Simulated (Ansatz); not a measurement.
Born–Oppenheimer molecular dynamics of a periodic cell of 40 atoms, K₃AsF₆ (host K3AsF6, host structure Fm-3m). It starts from an unrelaxed structure (largest force component 0.51 eV/Å).

These are results of DFT r2SCAN, scalar-relativistic, plane waves, PAW in Ansatz, not measurements. Settings: accuracy low, cutoff 250 eV, k mesh 1x1x1, fermi-dirac smearing 0.05 eV, no spin polarisation.

```json
{
 "ensemble": "NVT, Nosé–Hoover chain",
 "time step": "2 fs",
 "steps asked": "200",
 "set temperature": "1500 K",
 "thermostat": "time constant 200 fs, chain length 3",
 "seed": "574000"
}
```

First frame:

```xyz
40
Lattice="9.1677 0.0000 0.0000 0.0000 9.1677 0.0000 0.0000 0.0000 9.1677" Properties=species:S:1:pos:R:3
K 2.292 2.292 2.292
K 6.876 6.876 6.876
K 4.584 4.584 4.584
As 0.000 0.000 0.000
F 4.584 4.584 2.066
F 7.102 4.584 4.584
F 4.584 4.584 7.102
F 4.584 2.066 4.584
F 4.584 7.102 4.584
F 2.066 4.584 4.584
K 6.876 6.876 2.292
K 2.292 2.292 6.876
K 0.000 0.000 4.584
As 4.584 4.584 0.000
F 0.000 0.000 2.066
F 2.518 0.000 4.584
F 0.000 0.000 7.102
F 0.000 6.650 4.584
F 0.000 2.518 4.584
F 6.650 0.000 4.584
K 6.876 2.292 6.876
K 2.292 6.876 2.292
K 0.000 4.584 0.000
As 4.584 0.000 4.584
F 0.000 4.584 6.650
F 2.518 4.584 0.000
F 0.000 4.584 2.518
F 0.000 2.066 0.000
F 0.000 7.102 0.000
F 6.650 4.584 0.000
K 2.292 6.876 6.876
K 6.876 2.292 2.292
K 4.584 0.000 0.000
As 0.000 4.584 4.584
F 4.584 0.000 6.650
F 7.102 0.000 0.000
F 4.584 0.000 2.518
F 4.584 6.650 0.000
F 4.584 2.518 0.000
F 2.066 0.000 0.000
```

Task: What does the run give?

Result: All steps were run.

| Quantity | Value |
| --- | --- |
| steps done | 200 |
| time covered | 400 fs |
| mean temperature over the second half | 1261 K |
| spread of the potential energy over the second half | 12.5 meV per atom |
| mean potential energy of the second half above the start | 86.6 meV per atom |

The conserved energy stayed within 0.22 meV per atom of its start (net change 0.17 meV per atom), so the integration is sound. The mean temperature of the second half is 16 % below the set value. A run of 0.4 ps of so small a system gives no equilibrium averages. The plane-wave cutoff is below what these datasets need, so energies and pressures aren't converged. Limits of this set-up: coarse k mesh, low accuracy level.

Task: What happens to the structure?

Result: Mean squared displacements from the first frame to the last, about the centre of mass: K 0.42 Å², As 0.16 Å², F 0.68 Å². The details hang on the random start.

Task: How do temperature and energy run in time?

Result: 
| time (fs) | T (K) | potential energy less start (eV) | conserved less start (meV/atom) |
| --- | --- | --- | --- |
| 0.0 | 1500 | 0.000 | 0.00 |
| 32.0 | 1210 | 1.473 | -0.07 |
| 64.0 | 982 | 2.696 | 0.00 |
| 96.0 | 757 | 3.986 | 0.05 |
| 128.0 | 886 | 3.568 | -0.05 |
| 160.0 | 1021 | 3.262 | 0.05 |
| 192.0 | 1115 | 3.194 | 0.08 |
| 224.0 | 1215 | 3.079 | 0.08 |
| 256.0 | 1263 | 3.142 | 0.11 |
| 288.0 | 1187 | 3.772 | 0.14 |
| 320.0 | 1455 | 2.649 | 0.00 |
| 352.0 | 1233 | 4.016 | 0.16 |
| 384.0 | 1313 | 3.858 | 0.11 |

The run took 7.4 min on 4 threads of Intel(R) Xeon(R) Platinum 8488C (Sapphire Rapids), with other jobs on the host, peak memory 0.81 GiB.
